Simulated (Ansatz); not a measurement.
Runs of Ansatz 0.2.0 on GaB. It takes space group P4/mmm (No. 123, tetragonal). The conventional cell has a = 2.718 Å, b = 2.718 Å, c = 3.236 Å, α = 90.00°, β = 90.00°, γ = 90.00°. Ga (site symmetry 4/mmm) has 8 B at 2.51 Å and 4 Ga at 2.72 Å as nearest neighbours. B (site symmetry 4/mmm) is surrounded by 8 Ga at 2.51 Å and 4 B at 2.72 Å. The cell was built by a generator and needn't be a form met in nature.

```csv
share of exact exchange,gap on the mesh (eV),pressure (GPa)
0.05,none,-2.4
0.1,none,(a)
0.2,none,(b)
0.3,none,-4.6
0.25,none,-4.2
```

Alike in all rows: task single point; level HSE06 form with a typed share of exact exchange; potentials or basis Ansatz PAW; no spin polarisation; cell as given; k mesh 5 × 5 × 4; cutoff (eV) 420; smearing fermi-dirac 0.05 eV; the mesh is coarse, so values aren't converged.

Q: Fill in the values left out.

A: (a) -2.8; (b) -3.7.

Caveats: all runs use coarse meshes; the PAW data sets come from PBE, with cores solved anew for the run's functional, which leaves a small shift of forces and pressure; the thresholds are loose for stress.

A k mesh can miss the band edges, and the runs leave out spin-orbit coupling on Ga.

A gap of «none» marks a metal or a gap under the smearing width.
